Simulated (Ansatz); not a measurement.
# Zr (P6_3/mmc): equation of state

An exercise on one series of results from a longer session: the logs are not shown, and one member is left open.

Program: Ansatz 0.2.0. Level of theory: DFT PBE, scalar-relativistic, plane waves, PAW. These are calculated values, not measurements.

## Starting point

The structure is hexagonal, space group P6_3/mmc (No. 194). Conventional cell: a = 3.232 Å, b = 3.232 Å, c = 5.172 Å, α = 90.00°, β = 90.00°, γ = 120.00°. Zr (site symmetry -6m2) has 12 Zr at 3.19 to 3.23 Å as nearest neighbours.

Coordinates:

```xyz
2
Lattice="3.2320 0.0000 0.0000 -1.6160 2.7990 0.0000 0.0000 0.0000 5.1716" Properties=species:S:1:pos:R:3 pbc="T T T"
Zr    0.0000    1.8660    1.2929
Zr    1.6160    0.9330    3.8787
```

This cell comes from an earlier session at PBE: 23.392 Å³/atom at 0.00 GPa, on a 16×16×10 mesh.

Volume factors to run: 0.980, 1.020, 0.960, 1.040.

The first run:

Contents of input.yaml:

```yaml
crystal:
  lattice:
    - [3.2103436958, 0.0, 0.0]
    - [-1.6051718479, 2.7802391955, 0.0]
    - [0.0, 0.0, 5.1368677804]
  atoms:
    - { symbol: Zr, position: [0.3333333333, 0.6666666667, 0.25] }
    - { symbol: Zr, position: [0.6666666667, 0.3333333333, 0.75] }
basis:
  ecutwfc: 420
  ecutrho_ratio: 4
kpoints:
  mp_grid: { grid: [16, 16, 10] }
hamiltonian:
  xc: pbe
scf:
  occupations: { method: gaussian, width: 0.05 }
output:
  forces: true
  stress: true
  eigenvalues: true
relax:
  f_tol: 0.01
  max_steps: 40
  cell: { stress_tol: 0.1, fix: [volume] }
```

Launch:

```sh
ansatz run input.yaml --threads 1 --pin off --max-ram 2560MiB --backend cpu --events-out ev --progress --plain --runs-dir out
```

Among the steps run: Volume × 0.980; Volume × 1.020; At 0.960 of the relaxed volume; Scaling the volume by 1.040.

One of the session's tables, all rows but one given; the rest of the session is left out.

It belongs to the step «Energy and pressure against volume». 

```
volume (Å³/atom)  energy (meV/atom)  pressure (GPa)
          22.457              11.70            4.08
          22.925               2.89            1.96
          23.392               0.00            0.00
          23.860                  ?               ?
          24.328              10.32           -3.47
```

Estimate the missing values for volume (Å³/atom) = 23.860.

Worked estimate for «energy (meV/atom)». A straight line through the neighbours (23.392, 0.00) and (24.328, 10.32) gives 0.00 + (10.32 − 0.00) × (23.860 − 23.392) / (24.328 − 23.392) = 5.16; a parabola fitted to 3 rows on both sides gives 2.47.

**Answer.** energy (meV/atom): 2.62; pressure (GPa): -1.81. In «energy (meV/atom)» the line misses by +2.54 and the parabola by -0.15.
